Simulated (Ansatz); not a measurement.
**BrClH2Zn (built from SMILES [Cl][Zn][Br].[H][H]): search for a transition state**

Wanted: the transition state of a four-centre ligand exchange (form Zn1–H5, Br2–H4 and break Zn1–Br2, H4–H5). The guess is relaxed with those distances held, a saddle search follows, and vibrations and two downhill relaxations check it.

Program: Ansatz 0.2.0, Gaussian basis. Level of theory: PBE0-D4, def2-SVP first, then def2-TZVP. These are calculated values, not measurements.

152 further runs of the same task are left out: 152 set aside as unsound or not needed.

## 1. Starting geometry

The guess: 5 atoms, charge 0, spin multiplicity 1.

Atoms are counted from 1 here; the program's logs count them from 0.

Bond lengths: Zn1–Br2 2.657 Å, Zn1–Cl3 2.116 Å, Zn1–H5 1.691 Å. Angles: Br2–Zn1–Cl3 130.1°, Br2–Zn1–H5 76.8°, Cl3–Zn1–H5 153.0°.

Coordinates:

```xyz
5

Zn   -0.59650   -0.01670    0.39670
Br    1.02670   -0.90100   -1.51250
Cl   -2.56590   -0.61150    0.89340
H     1.38190    0.53870   -0.31670
H     0.75380    0.99050    0.53910
```

Distances that are to change: Zn1–H5 1.69 Å, Br2–H4 1.90 Å, Zn1–Br2 2.66 Å, H4–H5 1.15 Å.

## 2. Relaxing the guess with the reacting distances held

Contents of hold/in.yaml:

```yaml
crystal:
  periodic: [false, false, false]
  atoms:
    - {symbol: Zn, position_ang: [-0.596500, -0.016700, 0.396700]}
    - {symbol: Br, position_ang: [1.026700, -0.901000, -1.512500]}
    - {symbol: Cl, position_ang: [-2.565900, -0.611500, 0.893400]}
    - {symbol: H, position_ang: [1.381900, 0.538700, -0.316700]}
    - {symbol: H, position_ang: [0.753800, 0.990500, 0.539100]}
basis:
  gaussian: {orbitals: def2-SVP}
hamiltonian: {xc: pbe0, dispersion: d4}
relax: {f_tol: 0.04, max_steps: 150, escape_saddle: false, constraints: [{distance: [0, 4]}, {distance: [1, 3]}, {distance: [0, 1]}, {distance: [3, 4]}]}
```

On the command line:

```
ansatz run in.yaml --threads 4 --pin off --events-out ev --progress --plain --max-ram 9574MiB
```

Further steps of the session: A starting Hessian; Saddle search in the small basis; Saddle search in triple zeta; Vibrations at the point found; Relaxing after a step of 0.30 Å one way along the mode; Relaxing after a step of 0.30 Å the other way along the mode.

Q: Predict the outcome of this session. Wanted: imaginary mode; barrier from the start side; barrier from the end side; energy of the step; pairs that change; zero-point energy at the saddle.

**Answer**, as computed:

```
                       quantity                                                       value
                 imaginary mode                                                   841i cm⁻¹
    barrier from the start side                                                148.1 kJ/mol
      barrier from the end side                                                 42.9 kJ/mol
             energy of the step                                               +105.2 kJ/mol
              pairs that change  Zn1–H5 formed, Br2–H4 formed, Zn1–Br2 broken, H4–H5 broken
zero-point energy at the saddle                                                    0.360 eV
```

One imaginary mode, 841i cm⁻¹, makes this a first-order saddle. The two relaxations end on the structures that were planned. At PBE0-D4/def2-TZVP the electronic barrier is 148.1 kJ/mol, about 60 kT at 298 K, and the step runs 105.2 kJ/mol uphill. A step off the saddle overshot and began above it in energy, so the link to its end is likely but not proven. The ends are the nearest minima, not always the lowest complexes.
